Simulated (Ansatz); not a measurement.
# FGeH₃O₂: basis-set convergence

How large a basis does FGeH₃O₂ need? Two functionals are run in growing sets.

Program: Ansatz 0.2.0, Gaussian basis. Level of theory: one geometry, several basis sets. These are calculated values, not measurements.

The runs, in order: PBE0-D4/def2-SVP; ωB97M-V/def2-SVP; PBE0-D4/def2-QZVPP; ωB97M-V/def2-QZVPP; the functionals' def2-TZVPP values are taken from earlier runs.

1 further run of the same task is left out (it didn't finish).

## Step 1: Structure used throughout

The geometry comes from an earlier relaxation with PBE0-D4 in a triple-zeta def2 set; it is a stationary point, not always the lowest conformer.

SMILES `[OH][GeH]([OH])[F]`, 7 atoms, charge 0, spin multiplicity 1.

Atoms are counted from 1 here; the program's logs count them from 0.

Bond lengths: O1–Ge2 1.758 Å, O1–H5 0.961 Å, Ge2–O3 1.748 Å, Ge2–F4 1.736 Å, Ge2–H6 1.522 Å, O3–H7 0.961 Å. Angles: Ge2–O1–H5 112.4°, O1–Ge2–O3 108.4°, O1–Ge2–F4 104.7°, O1–Ge2–H6 116.0°, O3–Ge2–F4 110.1°, O3–Ge2–H6 108.9°, F4–Ge2–H6 108.5°, Ge2–O3–H7 112.8°.

## Step 2: PBE0-D4 in def2-SVP

Input file in.yaml:

```yaml
crystal:
  periodic: [false, false, false]
  atoms:
    - {symbol: O, position_ang: [-0.352859, 1.140346, -0.859305]}
    - {symbol: Ge, position_ang: [-0.107514, -0.026789, 0.432380]}
    - {symbol: O, position_ang: [1.518225, -0.656049, 0.307557]}
    - {symbol: F, position_ang: [-1.260287, -1.284458, 0.113190]}
    - {symbol: H, position_ang: [-1.209247, 1.041805, -1.283922]}
    - {symbol: H, position_ang: [-0.331411, 0.485846, 1.847486]}
    - {symbol: H, position_ang: [1.804393, -0.768701, -0.603087]}
basis:
  gaussian: {orbitals: def2-SVP}
hamiltonian: {xc: pbe0, dispersion: d4}
output: {orbitals: {seedname: orbitals}}
```

The runs that follow: ωB97M-V in def2-SVP; PBE0-D4 in def2-QZVPP; ωB97M-V in def2-QZVPP.

**Question.** What will the summary of the whole plan be? Wanted: PBE0-D4: double and triple zeta above quadruple; ωB97M-V: double and triple zeta above quadruple.

**Answer**, as computed:

| quantity | value |
| --- | --- |
| PBE0-D4: double and triple zeta above quadruple | 17.62, 1.65 eV |
| ωB97M-V: double and triple zeta above quadruple | 17.73, 1.59 eV |

What this shows: For PBE0-D4 the step from double to triple zeta gains 15.97 eV and the next only 1.65 eV. Total energies overstate the basis error of differences, where much of it tends to cancel. The LUMO of ωB97M-V is positive and keeps falling with the basis (2.38 to 1.38 eV): an unbound level that the basis holds in place.
